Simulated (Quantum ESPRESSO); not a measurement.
The system is SrFe2As2.

```xyz
5
Lattice="-1.9622 1.9622 6.1822 1.9622 -1.9622 6.1822 1.9622 1.9622 -6.1822" Properties=species:S:1:pos:R:3 pbc="T T T"
Sr    0.0000    0.0000    0.0000
As    0.0000    0.0000    7.9132
As    0.0000    0.0000    4.4512
Fe    0.0000    1.9621    3.0911
Fe    1.9622    0.0000    3.0911
```

Base run:

| Quantity | Value |
| --- | --- |
| Program | Quantum ESPRESSO 7.5 |
| Functional | PBEsol |
| Potentials or basis | GBRV 1.5 PBEsol |
| Cutoff | 762 eV |
| Density cutoff | 6095 eV |
| k mesh | 10 × 10 × 10 |
| Occupations | fermi-dirac, width 0.05 eV |
| Spin | collinear spin, ferromagnetic start |
| Starting moments | [0.0, 0.0, 0.0, 3.0, 3.0] μB |

Its results: band gap on the k mesh none (metal or under the smearing width); pressure -4.3 GPa; net moment 3.82 μB per cell; site moments Sr +0.01; As -0.05; Fe +1.91 μB; largest force 0.079 eV/Å.

Problem. The run is repeated on the same cell with these changes: k mesh from 10 × 10 × 10 to 8 × 8 × 8. What comes out?

Solution. Band gap on the k mesh none (metal or under the smearing width); pressure -4.8 GPa; net moment 3.59 μB per cell; site moments Sr +0.01; As -0.05; Fe +1.81 μB; largest force 0.198 eV/Å.

Caveats: only a ferromagnetic start was run, and an antiferromagnetic order may lie lower in energy.
